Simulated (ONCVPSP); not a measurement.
# Pseudopotential generation for cobalt: ONCV, PBEsol

Task: generate the file, and judge it by its errors in other configurations, its logarithmic derivatives, its ghosts and its cutoff.

Program: ONCVPSP 4.0.1.1 (patched build). Reference atom: PBEsol, scalar-relativistic, spherical and spin-unpolarised. All values are calculated.

### 1 Starting point

The settings as typed:

| Quantity | Value |
| --- | --- |
| element | cobalt (Co, Z = 27) |
| type | optimised norm-conserving Vanderbilt (ONCV) |
| frozen core | [Ne] |
| valence charge | 17 |
| reference configuration | 3s2 3p6 3d7.5 4s1.5 |
| partial waves | 3s+4s: rc 1.25 bohr, ncon 4, nbas 7, qcut 9.3 1/bohr, 2 projectors; 3p: rc 0.80 bohr, ncon 4, nbas 8, qcut 9.2 1/bohr, 2 projectors, debl 3.6 Ha; 3d: rc 1.40 bohr, ncon 4, nbas 9, qcut 10.3 1/bohr, 3 projectors, debl 3.6 Ha |
| local potential | polynomial inside 0.70 bohr (lpopt 5, dvloc0 0 Ha) |
| core correction | Teter function, parameters optimised by the program |

### 2 Generation

File Co.dat:

```
# ATOM AND REFERENCE CONFIGURATION
# atsym  z   nc   nv     iexc    psfile
  Co 27.00    3    4  -116133      upf
#
#   n    l    f
    1    0    2.00
    2    0    2.00
    2    1    6.00
    3    0    2.00
    3    1    6.00
    3    2    7.50
    4    0    1.50
#
# PSEUDOPOTENTIAL AND OPTIMIZATION
# lmax
    2
#
#   l,   rc,      ep,       ncon, nbas, qcut
    0    1.25    0.00    4    7    9.30
    1    0.80    0.00    4    8    9.20
    2    1.40    0.00    4    9   10.30
#
# LOCAL POTENTIAL
# lloc, lpopt,  rc(5),   dvloc0
    4    5    0.70    0.00
#
# VANDERBILT-KLEINMAN-BYLANDER PROJECTORs
# l, nproj, debl
    0    2    0.90
    1    2    3.60
    2    3    3.60
#
# MODEL CORE CHARGE
# icmod, fcfact, rcfact
    4    0.55    0.00
#
# LOG DERIVATIVE ANALYSIS
# epsh1, epsh2, depsh
   -5.00    5.00    0.04
#
# OUTPUT GRID
# rlmax, drl
    6.00    0.01
#
# TEST CONFIGURATIONS
# ncnf
    4
# nvcnf
#   n    l    f
    4
    3    0    2.00
    3    1    6.00
    3    2    7.00
    4    0    2.00
#
    4
    3    0    2.00
    3    1    6.00
    3    2    7.00
    4    0    1.00
#
    4
    3    0    2.00
    3    1    6.00
    3    2    7.00
    4    0    0.00
#
    4
    3    0    2.00
    3    1    6.00
    3    2    7.00
    4    0    1.50
#
```

Run with:

```sh
$ oncvpsp.x < Co.dat > Co.out
```

Before running it: what results should come out? Wanted: cutoffs for 1 and 0.1 mHa per electron, occupied waves; bound ghosts; GHOST(+) flags; largest test error; largest phase difference near zero energy, channels read; rms error of d²Exc/dn², without and with the model core.

The runs gave:

| quantity | value |
| --- | --- |
| cutoffs for 1 and 0.1 mHa per electron, occupied waves | 69 Ha and 290 Ha |
| bound ghosts | none found |
| GHOST(+) flags | s at 387 eV |
| largest test error (AE − PS) | +5.6 meV, for 3s2 3p6 3d7 4s2 |
| largest phase difference near zero energy, channels read | 0.000 rad |
| rms error of d²Exc/dn², without and with the model core | 2.31 and 0.45 mHa |

What this shows: The worst unpolarised test, 3s2 3p6 3d7 4s2, is off by 5.6 meV on 1.0 eV; by total energies transferability rates as good. It counts as very hard, with 69 Ha needed at the looser tolerance. The tighter tolerance needs 290 Ha, and converged work needs a cutoff nearer that. At the looser tolerance the 3p wave is the slowest; 3d needs 45 Ha. The program's ghost test flags no bound state. Near zero energy the phases of the channels with partial waves agree within 0.001 rad. The program also flags highly localised states, GHOST(+) (s). These are tests on the free atom; a crystal test is still owed.
